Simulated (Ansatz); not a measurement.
# Sc3Ta: the cost of one run

Program: Ansatz 0.2.0. Level of theory: DFT PBE, scalar-relativistic, plane waves, PAW. These are calculated values, not measurements.

## 1. The structure to begin with

Symmetry: P6/mmm, No. 191, hexagonal system. The conventional cell has a = 6.067 Å, b = 6.067 Å, c = 4.576 Å, α = 90.00°, β = 90.00°, γ = 120.00°. Sc (site symmetry m2m) is surrounded by 3 Sc at 2.02 to 2.03 Å and 2 Ta at 2.22 Å. Ta (site symmetry 6mm) is surrounded by 1 Ta at 1.87 Å.

As a file:

```cif
data_structure
_symmetry_space_group_name_H-M 'P 1'
_symmetry_Int_Tables_number 1
_cell_length_a 6.0668
_cell_length_b 6.0668
_cell_length_c 4.5756
_cell_angle_alpha 90.000
_cell_angle_beta 90.000
_cell_angle_gamma 120.000
_cell_volume 145.85
loop_
_atom_site_label
_atom_site_type_symbol
_atom_site_fract_x
_atom_site_fract_y
_atom_site_fract_z
_atom_site_occupancy
Sc1 Sc 0.33265 0.00000 0.50000 1
Sc2 Sc 0.00000 0.33265 0.50000 1
Sc3 Sc 0.66735 0.66735 0.50000 1
Sc4 Sc 0.66735 0.00000 0.50000 1
Sc5 Sc 0.00000 0.66735 0.50000 1
Sc6 Sc 0.33265 0.33265 0.50000 1
Ta1 Ta 0.00000 0.00000 0.70407 1
Ta2 Ta 0.00000 0.00000 0.29593 1
```

A structure generator made this guess: random cell by space group and Wyckoff sites (P6/mmm, No. 191). Its size is a rough estimate.

## 2. A first look at the guess

input.yaml reads:

```yaml
crystal:
  lattice:
    - [6.06678849, 0.0, 0.0]
    - [-3.03339424, 5.25399295, 0.0]
    - [0.0, 0.0, 4.57561776]
  atoms:
    - { symbol: Sc, position: [0.33265394, 0.0, 0.5] }
    - { symbol: Sc, position: [0.0, 0.33265394, 0.5] }
    - { symbol: Sc, position: [0.66734606, 0.66734606, 0.5] }
    - { symbol: Sc, position: [0.66734606, 0.0, 0.5] }
    - { symbol: Sc, position: [0.0, 0.66734606, 0.5] }
    - { symbol: Sc, position: [0.33265394, 0.33265394, 0.5] }
    - { symbol: Ta, position: [0.0, 0.0, 0.70406642] }
    - { symbol: Ta, position: [0.0, 0.0, 0.29593358] }
basis:
  ecutwfc: 420
kpoints:
  mp_grid: { grid: [3, 3, 4] }
hamiltonian:
  xc: pbe
scf:
  occupations: { method: gaussian, width: 0.1 }
  lower_state_search: "off"
output:
  forces: true
  stress: true
  eigenvalues: true
```

Started as:

```console
ansatz run input.yaml --threads 1 --pin off --max-ram 2560MiB --backend cpu --events-out ev --progress --plain --runs-dir out
```

**Question.** How long does this run take on 1 thread of Intel Xeon at 2.70GHz, shared host, and how much memory does it need?

About 11 s, with a peak of 0.45 GiB.
